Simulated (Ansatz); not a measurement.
This script drives Ansatz's Python interface.

`random_alloy_cd.py`:
```python
"""Random Cd-Au cells of 8 mixed sites, after relaxing cells and atoms."""

from collections import Counter
import warnings

import ansatz as az
import numpy as np


def fcc(a_site, a):
    return (
        az.Lattice.fcc(a)
        .space_group(225)
        .atom(a_site, (0, 0, 0))
        .primitive()
    )

A_FIRST, A_LAST = 4.42, 4.07


def run_phase(name, crystal):
    calc = (
        crystal.calculation()
        .functional("PBEsol", dispersion="d4")
        .basis(16 * az.Ha)
        .mixing("broyden", beta=0.5)
        .eigensolver("davidson", full_accuracy=True)
        .scf(max_iterations=200)
        .kpoints(spacing=0.3)
        .occupations("fermi_dirac", width=0.05)
        .band_table()
    )
    calc = calc.relax(force_tolerance=0.02, max_steps=40, cell=True)
    return calc.run()


def volume_per_atom(outcome):
    return abs(np.linalg.det(outcome.lattice.cell_ang)) / len(outcome.lattice.sites)


def counts(outcome):
    return Counter(site.symbol for site in outcome.lattice.sites)


def main() -> None:
    warnings.simplefilter("ignore", az.DeckWarning)

    phases = {"Cd": fcc("Cd", A_FIRST), "Au": fcc("Au", A_LAST)}
    for k in [3]:
        a = A_FIRST + (A_LAST - A_FIRST) * k / 8
        supercell = fcc("Cd", a).supercell(2).resolved()
        for seed in [44, 37]:
            drawn = supercell.site_disorder().occupy("Cd", Cd=8 - k, Au=k).random(seed=seed)
            phases[f"Cd{8 - k}Au{k} seed {seed}"] = drawn.crystal

    done = {name: run_phase(name, crystal) for name, crystal in phases.items()}

    # mixing quantities against the straight line between the end members, both on this lattice
    x = {name: counts(o)["Au"] / (counts(o)["Cd"] + counts(o)["Au"]) for name, o in done.items()}
    first, last = min(x, key=x.get), max(x, key=x.get)
    energy = {name: o.report["energy_sigma0_ev"] / len(o.lattice.sites) for name, o in done.items()}
    volume = {name: volume_per_atom(o) for name, o in done.items()}
    rows = []
    for name in sorted(done, key=x.get):
        line = lambda table: (1 - x[name]) * table[first] + x[name] * table[last]
        rows.append((name, x[name], 1000 * (energy[name] - line(energy)), volume[name], 100 * (volume[name] / line(volume) - 1)))
    print("      cell       x(Au)  E_mix (meV/atom)  V (A^3/atom)  excess V (%)")
    for row in rows:
        print(f"{str(row[0]):>10}  {row[1]:10.3f}  {row[2]:+16.1f}  {row[3]:12.3f}  {row[4]:+12.2f}")


if __name__ == "__main__":
    main()
```

It is started by `python random_alloy_cd.py`. How long does it take on 1 thread of Arm Neoverse V2, with other jobs on the host, and how much memory does it need?

It took about 7.9 min, with a peak of 0.64 GiB, for 4 runs of the engine.

`python random_alloy_cd.py` gives:
```text
      cell       x(Au)  E_mix (meV/atom)  V (A^3/atom)  excess V (%)
        Cd       0.000              +0.0        20.385         +0.00
Cd5Au3 seed 44       0.375            -114.2        18.171         -4.35
Cd5Au3 seed 37       0.375            -146.9        18.150         -4.46
        Au       1.000              +0.0        16.687         +0.00
```

Reading the output:
- The settings weren't tested for convergence.
- Dispersion corrections can be off by several per cent in the lattices of metals, and by several GPa in the pressure at a fixed cell.
- For the metals among these phases the mesh is modest: differences between phases can be off by up to 40 meV an atom.
- Spin-orbit coupling, which matters for elements this heavy, is left out.
- Cells of eight mixed sites are far from the random limit, and both end members stand on the same lattice, which need not be their own. Differences under about 40 meV an atom lie within the error of mesh and functional.
- The cells are prototypes set up for this calculation and needn't exist.
